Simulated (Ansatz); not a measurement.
## K₃NaH₄, space group Pm-3m: a relaxation of cell and ions

Run with Ansatz 0.2.0 through its Python package.

`k3nah4.xyz`
```text
8
Lattice="5.523491 0.0 0.0 0.0 5.523491 0.0 0.0 0.0 5.523491" Properties=species:S:1:pos:R:3 pbc="T T T"
K     0.00000000    0.00000000    2.76174550
K     0.00000000    2.76174550    0.00000000
K     2.76174550    0.00000000    0.00000000
Na    2.76174550    2.76174550    2.76174550
H     0.00000000    0.00000000    0.00000000
H     2.76174550    2.76174550    0.00000000
H     2.76174550    0.00000000    2.76174550
H     0.00000000    2.76174550    2.76174550
```

`k3nah4.py`
```python
"""Cell relaxation of K3NaH4."""

import warnings

import ansatz as az
from ase.data import atomic_numbers
import numpy as np
import spglib

def edges_and_angles(cell):
    cell = np.asarray(cell)
    a, b, c = np.linalg.norm(cell, axis=1)
    cosines = cell[1] @ cell[2] / (b * c), cell[0] @ cell[2] / (a * c), cell[0] @ cell[1] / (a * b)
    return (a, b, c, *np.degrees(np.arccos(cosines)))

warnings.simplefilter("ignore", az.DeckWarning)

k3nah4 = az.Crystal.from_extxyz("k3nah4.xyz")

# a pressure is positive in compression
job = (
    k3nah4.calculation()
    .mixing("broyden")
    .scf(tolerance=1e-06, max_iterations=200, algorithm="density_mixing")
    .basis(19 * az.Ha, density_ratio=4)
    .functional("r2SCAN")
    .eigensolver("davidson", mixed_precision=False)
    .occupations("Fixed")
    .kpoints(length=16)
    .relax(force_tolerance=0.001, max_displacement=0.1, pressure=10, stress_tolerance=0.05)
)
steps = []


def follow(event):
    if event["event"] != "relax_step":
        return
    row = event["data"]
    steps.append(row)
    print(f"step {row['step']:3d}  E = {row['lagrangian_ev']:.5f} eV  largest force component = {row['allowed_force_max_ev_ang']:.4f} eV/A  P = {row['pressure_gpa']:.3f} GPa")


done = job.session().plan(threads=1).execute(on_event=follow)
rep = done.report

first, last = steps[0], steps[-1]
symbols = [site.symbol for site in done.lattice.sites]
print(f"energy gained {first['lagrangian_ev'] - last['lagrangian_ev']:.4f} eV in {len(steps) - 1} steps")
for label, vectors in (("before", first["cell_ang"]), ("after", done.lattice.cell_ang)):
    print(label, "a b c (A) {:.4f} {:.4f} {:.4f}  angles {:.2f} {:.2f} {:.2f}".format(*edges_and_angles(vectors)), f" V = {abs(np.linalg.det(vectors)):.3f} A^3")
print("final stress xx yy zz (GPa, compression positive):", np.round(np.diag(rep["stress_gpa"]), 3) + 0.0)

fractions = [site.position_frac for site in done.lattice.sites]
numbers = [atomic_numbers[s] for s in symbols]
for tolerance in (1e-3, 1e-2, 1e-1):
    print(f"space group at {tolerance} A:", spglib.get_spacegroup((done.lattice.cell_ang, fractions, numbers), symprec=tolerance))

change = np.array(last["positions_ang"]) @ np.linalg.inv(last["cell_ang"]) - np.array(first["positions_ang"]) @ np.linalg.inv(first["cell_ang"])
moved = np.linalg.norm(change @ np.array(last["cell_ang"]), axis=1)
print("displacement within the cell, strain taken out (A):", " ".join(f"{s}:{d:.3f}" for s, d in zip(symbols, moved)))

energy = rep["free_energy_ev"]
print("K3NaH4: {:.6f} eV = {:.6f} Ry = {:.6f} Ha".format(energy, energy / 13.605693, energy / 27.211386))
print("Fermi level {:.4f} eV, {} k-points, {} symmetry operations".format(rep["fermi_energy_ev"], rep["n_kpoints"], rep["n_symmetry_ops"]))
```

```console
$ python k3nah4.py
step   1  E = -6181.85035 eV  largest force component = 0.0000 eV/A  P = -0.265 GPa
step   2  E = -6181.69563 eV  largest force component = 0.0000 eV/A  P = 2.744 GPa
step   3  E = -6181.02099 eV  largest force component = 0.0000 eV/A  P = 8.080 GPa
step   4  E = -6180.66621 eV  largest force component = 0.0000 eV/A  P = 10.457 GPa
step   5  E = -6180.73863 eV  largest force component = 0.0000 eV/A  P = 9.981 GPa
step   6  E = -6180.73616 eV  largest force component = 0.0000 eV/A  P = 9.974 GPa
energy gained -1.1142 eV in 5 steps
before a b c (A) 5.5235 5.5235 5.5235  angles 90.00 90.00 90.00  V = 168.516 A^3
after a b c (A) 4.9165 4.9165 4.9165  angles 90.00 90.00 90.00  V = 118.842 A^3
final stress xx yy zz (GPa, compression positive): [9.974 9.974 9.974]
space group at 0.001 A: Pm-3m (221)
space group at 0.01 A: Pm-3m (221)
space group at 0.1 A: Pm-3m (221)
displacement within the cell, strain taken out (A): K:0.000 K:0.000 K:0.000 Na:0.000 H:0.000 H:0.000 H:0.000 H:0.000
K3NaH4: -6180.736156 eV = -454.275733 Ry = -227.137866 Ha
Fermi level 3.4536 eV, 4 k-points, 48 symmetry operations
```

Notes:
- The settings weren't tested for convergence.
- Forces vanish by symmetry, so the ions can't move, and the end may be a saddle.
- Part of the cell is held or a pressure is applied, so the end point needn't be the zero-pressure lattice.
- At a fixed pressure a relaxation lowers the enthalpy F + PV, while F alone can rise.
- The Fermi level of a run with fixed occupations marks the highest occupied state on its mesh, not mid-gap.
- An absolute Fermi energy rests on an arbitrary zero of the periodic potential and has no direct meaning.
- Energies along a relaxation are free energies. Rows at an unchanged volume are solved on a plane-wave basis chosen afresh for that cell, so the energy jumps there and such rows are no steps of the walk.
- The program warned that this SCF threshold is loose for forces or stresses.
- Symmetry holds the cell in this phase, whether or not it is the stable one at this pressure.
- This cell is a computed structure, which may not be the phase found in nature.
- The script silences the warnings on its input, which a real study should read.
- The whole script took 30 s on 1 thread of Arm Neoverse V1, on a shared host, peak memory 0.81 GiB.

(A comment or docstring line of the script was reworded after the run, the code is as it ran; lines on the test bed's own set-up are left out of the output.)
